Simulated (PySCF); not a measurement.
# GaH3 (SMILES [GaH3]) at 6 levels

We compute a comparison of 6 runs (HF/STO-3G, CAM-B3LYP/def2-TZVPPD, PBE/def2-TZVPPD, PBE0/def2-TZVPPD, r2SCAN/def2-TZVPPD, SCS-MP2/def2-TZVPPD) of GaH3. 

The calculation is run with PySCF 2.14.0.

3 further runs of the same task are left out: 3 set aside as unsound or not needed.

### 1 The system as given

GaH3: 4 atoms, total charge 0, spin state singlet. SMILES: `[GaH3]`. The shape is that of a PBE0-D4/def2-TZVP optimisation.

Bond lengths: Ga1–H2 1.568 Å, Ga1–H3 1.568 Å, Ga1–H4 1.568 Å. Angles: H2–Ga1–H3 120.0°, H2–Ga1–H4 120.0°, H3–Ga1–H4 120.0°.

### 2 A single-point energy at HF/STO-3G (run 1)

job.py reads:

```python
# [GaH3]
from pyscf import gto, scf

system = gto.M(
    atom='''
Ga       0.013400      -0.014900      -0.004600
H        1.252400       0.343800       0.887700
H       -0.552100      -1.477800      -0.009700
H       -0.658400       1.088700      -0.893700
''',
    verbose=3,
    max_memory=1860,
    charge=0,
    basis='sto-3g',
)

hf = scf.RHF(system)
hf.conv_tol = 1e-10
hf.kernel()
if not hf.converged:
    hf = hf.newton().run(hf.mo_coeff, hf.mo_occ)

e_tot = hf.e_tot
print('Final energy', e_tot)
```

Run with:

```sh
$ OMP_NUM_THREADS=1 python job.py
```

Standard output:

```text
converged SCF energy = -1902.57316422175
Final energy -1902.5731642217497
```

Wall time 0.75 s (1 thread of Intel Xeon at 2.70GHz, shared host); peak memory 0.1 GiB.

### 3 A single-point energy at CAM-B3LYP/def2-TZVPPD (run 2)

run.py reads:

```python
from pyscf import gto, dft

mol = gto.M(
    atom='''
Ga   0.013400  -0.014900  -0.004600
H    1.252400   0.343800   0.887700
H   -0.552100  -1.477800  -0.009700
H   -0.658400   1.088700  -0.893700
''',
    basis='def2-tzvppd',
    max_memory=1860,
    charge=0,
    verbose=4,
)

calc0 = dft.RKS(mol)
calc0.xc = 'cam-b3lyp'
calc0.conv_tol = 1e-10
calc0.grids.level = 5
calc0.kernel()
if not calc0.converged:
    calc0 = calc0.newton().run(calc0.mo_coeff, calc0.mo_occ)

energy = calc0.e_tot
print(f'total energy: {energy:.8f} hartree')
```

Run with:

```sh
$ OMP_NUM_THREADS=1 python run.py
```

Standard output:

```text
PySCF version 2.14.0

[INPUT] num. atoms = 4
[INPUT] num. electrons = 34
[INPUT] charge = 0
[INPUT] spin (= nelec alpha-beta = 2S) = 0
[INPUT] symmetry False subgroup None
[INPUT] Mole.unit = angstrom
[INPUT] Symbol           X                Y                Z      unit          X                Y                Z       unit  Magmom
[INPUT]  1 Ga     0.013400000000  -0.014900000000  -0.004600000000 AA    0.025322330069  -0.028156919256  -0.008692740173 Bohr   0.0
[INPUT]  2 H      1.252400000000   0.343800000000   0.887700000000 AA    2.366692998405   0.649687841625   1.677509880776 Bohr   0.0
[INPUT]  3 H     -0.552100000000  -1.477800000000  -0.009700000000 AA   -1.043317793372  -2.792637266882  -0.018330343408 Bohr   0.0
[INPUT]  4 H     -0.658400000000   1.088700000000  -0.893700000000 AA   -1.244195680414   2.057344831814  -1.688848237524 Bohr   0.0

nuclear repulsion = 31.9625584262976
number of shells = 39
number of NR pGTOs = 163
number of NR cGTOs = 105
basis = def2-tzvppd
ecp = {}

******** <class 'pyscf.dft.rks.RKS'> ********
method = RKS
initial guess = minao
damping factor = 0
level_shift factor = 0
DIIS = <class 'pyscf.scf.diis.CDIIS'>
diis_start_cycle = 1
diis_space = 8
diis_damp = 0
SCF conv_tol = 1e-10
SCF conv_tol_grad = None
SCF max_cycles = 50
direct_scf = True
direct_scf_tol = 1e-13
XC library pyscf.dft.libxc version 7.0.0
    S. Lehtola, C. Steigemann, M. J.T. Oliveira, and M. A.L. Marques.,  SoftwareX 7, 1–5 (2018)
XC functionals = cam-b3lyp
    T. Yanai, D. P. Tew, and N. C. Handy.,  Chem. Phys. Lett. 393, 51 (2004)
radial grids:
    Treutler-Ahlrichs [JCP 102, 346 (1995); DOI:10.1063/1.469408] (M4) radial grids

becke partition: Becke, JCP 88, 2547 (1988); DOI:10.1063/1.454033
pruning grids: <function nwchem_prune>
grids dens level: 5
symmetrized grids: False
atomic radii adjust function: <function treutler_atomic_radii_adjust>
small_rho_cutoff = 0
Set gradient conv threshold to 1e-05
Initial guess from minao.
tot grids = 115896
init E= -1926.01822605919
  HOMO = -0.325763514824469  LUMO = -0.058641892873867  gap/eV = 7.26875
cycle= 1 E= -1926.6987180265  delta_E= -0.68  |g|= 0.703  |ddm|=  1.3
  HOMO = -0.378359585941039  LUMO = -0.0544967181142457  gap/eV = 8.81276
cycle= 2 E= -1926.68498089918  delta_E= 0.0137  |g|= 0.865  |ddm|= 0.756
  HOMO = -0.366467850039074  LUMO = -0.0374348844924919  gap/eV = 8.95344
cycle= 3 E= -1926.73846007103  delta_E= -0.0535  |g|= 0.0106  |ddm|= 0.412
  HOMO = -0.367083195006319  LUMO = -0.0343837837137206  gap/eV = 9.05321
cycle= 4 E= -1926.73852119256  delta_E= -6.11e-05  |g|= 0.0054  |ddm|= 0.0381
  HOMO = -0.367556543050935  LUMO = -0.0350018507679097  gap/eV = 9.04927
cycle= 5 E= -1926.73852670799  delta_E= -5.52e-06  |g|= 0.000737  |ddm|= 0.00779
  HOMO = -0.36743212485983  LUMO = -0.0349239681687674  gap/eV = 9.04801
cycle= 6 E= -1926.73852678928  delta_E= -8.13e-08  |g|= 3.17e-05  |ddm|= 0.00109
  HOMO = -0.367442715217809  LUMO = -0.0349293841271594  gap/eV = 9.04815
cycle= 7 E= -1926.7385267901  delta_E= -8.18e-10  |g|= 4.94e-06  |ddm|= 7.51e-05
  HOMO = -0.367441963137159  LUMO = -0.0349286432696392  gap/eV = 9.04815
cycle= 8 E= -1926.73852679011  delta_E= -1.36e-11  |g|= 3.72e-07  |ddm|= 2.27e-05
  HOMO = -0.367441996691356  LUMO = -0.0349286219853742  gap/eV = 9.04815
Extra cycle  E= -1926.73852679014  delta_E= -2.75e-11  |g|= 1.36e-07  |ddm|= 1.64e-06
converged SCF energy = -1926.73852679014
total energy: -1926.73852679 hartree
```

Wall time 18 s (1 thread of Intel Xeon at 2.70GHz, shared host); peak memory 0.52 GiB.

Run 3 isn't shown in full; the table further down has it.

### 4 The energy at PBE0/def2-TZVPPD (run 4)

job.py reads:

```python
# [GaH3]
from pyscf import gto, dft

mol = gto.Mole()
mol.atom = '''
Ga     0.025322    -0.028157    -0.008693
H      2.366693     0.649688     1.677510
H     -1.043318    -2.792637    -0.018330
H     -1.244196     2.057345    -1.688848
'''
mol.verbose = 3
mol.max_memory = 1860
mol.charge = 0
mol.basis = 'def2-tzvppd'
mol.unit = 'bohr'
mol.build()

myscf = dft.RKS(mol, xc='pbe0')
myscf.conv_tol = 1e-10
myscf.grids.level = 5
myscf.kernel()
if not myscf.converged:
    myscf = myscf.newton().run(myscf.mo_coeff, myscf.mo_occ)

etot = myscf.e_tot
print('Final energy', etot)
```

Run with:

```sh
$ OMP_NUM_THREADS=1 python job.py
```

Standard output:

```text
converged SCF energy = -1926.36143323943
Final energy -1926.3614332394334
```

Run time: 8.7 s. Hardware: 1 thread of Intel Xeon at 2.70GHz, shared host; peak memory 0.52 GiB.

Run 5 isn't shown in full; the table further down has it.

### 5 A single-point energy at SCS-MP2/def2-TZVPPD (run 6)

job.py reads:

```python
from pyscf import gto, mp

mol = gto.M(
    atom=[
    ('Ga', (0.013400, -0.014900, -0.004600)),
    ('H', (1.252400, 0.343800, 0.887700)),
    ('H', (-0.552100, -1.477800, -0.009700)),
    ('H', (-0.658400, 1.088700, -0.893700)),
],
    charge=0,
    verbose=4,
    spin=0,
    max_memory=1860,
    basis='def2-tzvppd',
)

mf = mol.RHF()
mf.conv_tol = 1e-10
mf.kernel()
if not mf.converged:
    mf = mf.newton().run(mf.mo_coeff, mf.mo_occ)

pt = mp.MP2(mf, frozen=9).run()
e_tot = mf.e_tot + 1.2 * pt.e_corr_os + pt.e_corr_ss / 3
print('E = %.10f Eh' % e_tot)
```

Run with:

```sh
$ OMP_NUM_THREADS=1 python job.py
```

Standard output:

```text
PySCF version 2.14.0

[INPUT] num. atoms = 4
[INPUT] num. electrons = 34
[INPUT] charge = 0
[INPUT] spin (= nelec alpha-beta = 2S) = 0
[INPUT] symmetry False subgroup None
[INPUT] Mole.unit = angstrom
[INPUT] Symbol           X                Y                Z      unit          X                Y                Z       unit  Magmom
[INPUT]  1 Ga     0.013400000000  -0.014900000000  -0.004600000000 AA    0.025322330069  -0.028156919256  -0.008692740173 Bohr   0.0
[INPUT]  2 H      1.252400000000   0.343800000000   0.887700000000 AA    2.366692998405   0.649687841625   1.677509880776 Bohr   0.0
[INPUT]  3 H     -0.552100000000  -1.477800000000  -0.009700000000 AA   -1.043317793372  -2.792637266882  -0.018330343408 Bohr   0.0
[INPUT]  4 H     -0.658400000000   1.088700000000  -0.893700000000 AA   -1.244195680414   2.057344831814  -1.688848237524 Bohr   0.0

nuclear repulsion = 31.9625584262976
number of shells = 39
number of NR pGTOs = 163
number of NR cGTOs = 105
basis = def2-tzvppd
ecp = {}

******** <class 'pyscf.scf.hf.RHF'> ********
method = RHF
initial guess = minao
damping factor = 0
level_shift factor = 0
DIIS = <class 'pyscf.scf.diis.CDIIS'>
diis_start_cycle = 1
diis_space = 8
diis_damp = 0
SCF conv_tol = 1e-10
SCF conv_tol_grad = None
SCF max_cycles = 50
direct_scf = True
direct_scf_tol = 1e-13
Set gradient conv threshold to 1e-05
[... 1 set-up line as earlier in the session ...]
init E= -1924.16510108641
  HOMO = -0.322761310914331  LUMO = -0.00352518763137954  gap/eV = 8.68686
cycle= 1 E= -1924.94337985001  delta_E= -0.778  |g|= 0.317  |ddm|= 1.28
  HOMO = -0.437461508347152  LUMO = 0.0207296734076738  gap/eV = 12.46802
cycle= 2 E= -1924.9592224018  delta_E= -0.0158  |g|= 0.247  |ddm|= 0.363
  HOMO = -0.430297661637876  LUMO = 0.0296291197238752  gap/eV = 12.51525
cycle= 3 E= -1924.96381395433  delta_E= -0.00459  |g|= 0.0252  |ddm|= 0.142
  HOMO = -0.427572446350024  LUMO = 0.0351315722585444  gap/eV = 12.59082
cycle= 4 E= -1924.96417943771  delta_E= -0.000365  |g|= 0.00505  |ddm|= 0.0859
  HOMO = -0.428240612819856  LUMO = 0.0345374958318896  gap/eV = 12.59283
cycle= 5 E= -1924.96418542132  delta_E= -5.98e-06  |g|= 0.000392  |ddm|= 0.0111
  HOMO = -0.428246960441776  LUMO = 0.0345261324268629  gap/eV = 12.59270
cycle= 6 E= -1924.96418546455  delta_E= -4.32e-08  |g|= 3.94e-05  |ddm|= 0.000762
  HOMO = -0.428244668779557  LUMO = 0.0345290194916492  gap/eV = 12.59271
cycle= 7 E= -1924.96418546531  delta_E= -7.61e-10  |g|= 5.65e-06  |ddm|= 0.000189
  HOMO = -0.428244260746765  LUMO = 0.0345294031123906  gap/eV = 12.59271
cycle= 8 E= -1924.96418546535  delta_E= -3.66e-11  |g|= 7.96e-07  |ddm|= 3.42e-05
  HOMO = -0.428244186782271  LUMO = 0.0345294942078054  gap/eV = 12.59271
Extra cycle  E= -1924.96418546534  delta_E= 1.34e-11  |g|= 2.61e-07  |ddm|= 1.12e-06
converged SCF energy = -1924.96418546534

******** <class 'pyscf.mp.mp2.RMP2'> ********
nocc = 8, nmo = 96
frozen orbitals 9
E(RMP2) = -1925.20974188504  E_corr = -0.245556419706878
E(SCS-RMP2) = -1925.2046877818  E_corr = -0.240502316465542
E_corr(same-spin) = -0.06249852367236
E_corr(oppo-spin) = -0.183057896034518
E = -1925.2046877818 Eh
```

Run time: 2.8 s. Hardware: 1 thread of Intel Xeon at 2.70GHz, shared host; peak memory 0.27 GiB.

### 6 Overview of the runs

```csv
run,level,integration grid,frozen core orbitals,energy (Eh),dipole moment (D) of the reference,HOMO energy (eV),LUMO energy (eV),wall time
1,HF/STO-3G,–,–,-1902.573164,0.01,-6.90,4.58,0.75 s
2,CAM-B3LYP/def2-TZVPPD,5,–,-1926.738527,0.00,-10.00,-0.95,18 s
3,PBE/def2-TZVPPD,5,–,-1926.317123,0.00,-7.35,-2.66,9 s
4,PBE0/def2-TZVPPD,5,–,-1926.361433,0.00,-8.59,-1.82,8.7 s
5,r2SCAN/def2-TZVPPD,5,–,-1926.605816,0.00,-7.66,-2.32,14 s
6,SCS-MP2/def2-TZVPPD,–,9,-1925.204688,0.00,-11.65,0.94,2.8 s
```

### 7 Summary of results

| quantity | value |
| --- | --- |
| run 6: total energy | -1925.20469 Eh |
| run 6: dipole moment (Hartree–Fock density) | 0.00 D |
| run 6: HOMO energy (Hartree–Fock orbitals) | -11.65 eV |
| run 6: LUMO energy (Hartree–Fock orbitals) | 0.94 eV |
| run 6: HOMO–LUMO gap (Hartree–Fock orbitals) | 12.59 eV |
| run 6: correlation energy (9 core orbitals frozen) | -240.5 mEh |

Over runs 1, 2, 3, 4, 5 the HOMO–LUMO gap runs from 4.69 eV (PBE/def2-TZVPPD) to 11.48 eV (HF/STO-3G). The two ends differ in method and basis. Totals of different functionals can't be ranked against each other. In run 1 the basis is minimal, so the values are rough. All runs together took 54 s, the longest 18 s.
